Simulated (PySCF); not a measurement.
# C18H37S: the cost of one run

Programs: PySCF 2.14.0, with routines of our own; each step states its level. All values are computed. Atoms count from 0.

### 1 The starting structure

56 atoms, charge 1, multiplicity 1; geometry from: GFN2-xTB.

### 2 NMR shifts: GIAO PW91/pcSseg-1

Job settings and geometry (Å):

```
{"job": {"kind": "nmr", "basis": "pcSseg-1", "pop": false, "xc": "PW91", "scf": {"damp": 0.2}}, "charge": 1, "multiplicity": 1}
C      5.640147    -1.941693     2.132841
C      6.621262    -1.708008     0.989598
C      6.040071    -0.849645    -0.134811
C      4.883018    -1.527455    -0.866075
C      4.445344    -0.781085    -2.127695
C      3.970421     0.654013    -1.894111
C      2.769855     0.754898    -0.955724
C      2.251881     2.189179    -0.872160
C      1.140523     2.378651     0.159752
C     -0.146210     1.637444    -0.198676
C     -1.261308     1.946628     0.797624
C     -2.558302     1.208164     0.464361
C     -3.657480     1.555949     1.466315
C     -5.028784     1.003591     1.108740
S     -5.086610    -0.827586     1.265239
C     -4.824133    -1.396563    -0.456931
C     -6.187749    -1.385442    -1.124775
C     -7.158949    -1.921488    -0.081017
C     -6.901724    -1.123936     1.189358
H      6.130578    -2.468299     2.947766
H      5.267894    -0.993148     2.514755
H      4.794215    -2.540456     1.805087
H      6.939706    -2.670537     0.583029
H      7.508244    -1.207546     1.384768
H      5.706893     0.100489     0.286927
H      6.832029    -0.634648    -0.856377
H      5.196468    -2.532750    -1.158947
H      4.031165    -1.633335    -0.193514
H      3.638642    -1.346124    -2.603016
H      5.283152    -0.755000    -2.828164
H      4.791240     1.252264    -1.496688
H      3.693973     1.083128    -2.860733
H      3.054178     0.424055     0.044428
H      1.980298     0.094278    -1.320317
H      3.084104     2.843405    -0.604491
H      1.890903     2.503981    -1.854003
H      1.491725     2.038421     1.136428
H      0.918224     3.445198     0.241982
H      0.039662     0.562179    -0.207913
H     -0.462354     1.933345    -1.201716
H     -0.935112     1.665229     1.800723
H     -1.450838     3.021980     0.799725
H     -2.364420     0.131863     0.480482
H     -2.874940     1.490355    -0.543614
H     -3.371162     1.208440     2.460637
H     -3.754175     2.642710     1.516157
H     -5.318127     1.266150     0.092371
H     -5.771792     1.377037     1.813064
H     -4.085236    -0.763920    -0.940072
H     -4.430223    -2.409172    -0.370785
H     -6.174154    -2.006239    -2.019157
H     -6.468613    -0.373450    -1.422527
H     -8.194805    -1.803677    -0.395518
H     -6.974484    -2.982750     0.090169
H     -7.396889    -0.154749     1.168360
H     -7.191882    -1.656684     2.091790
```

With the program's defaults for keys left out, this is: GIAO PW91/pcSseg-1 NMR shielding, non-relativistic, gas phase.

Started as:

```bash
$ OMP_NUM_THREADS=2 python large_run.py task.json out
```

The driver reads the jobs from task.json and runs them one after another.

**Question.** How long does this first job take on 2 threads of Arm Neoverse N1, shared host, and how much memory does it need?

About 74 s, with a peak of 1.2 GiB.
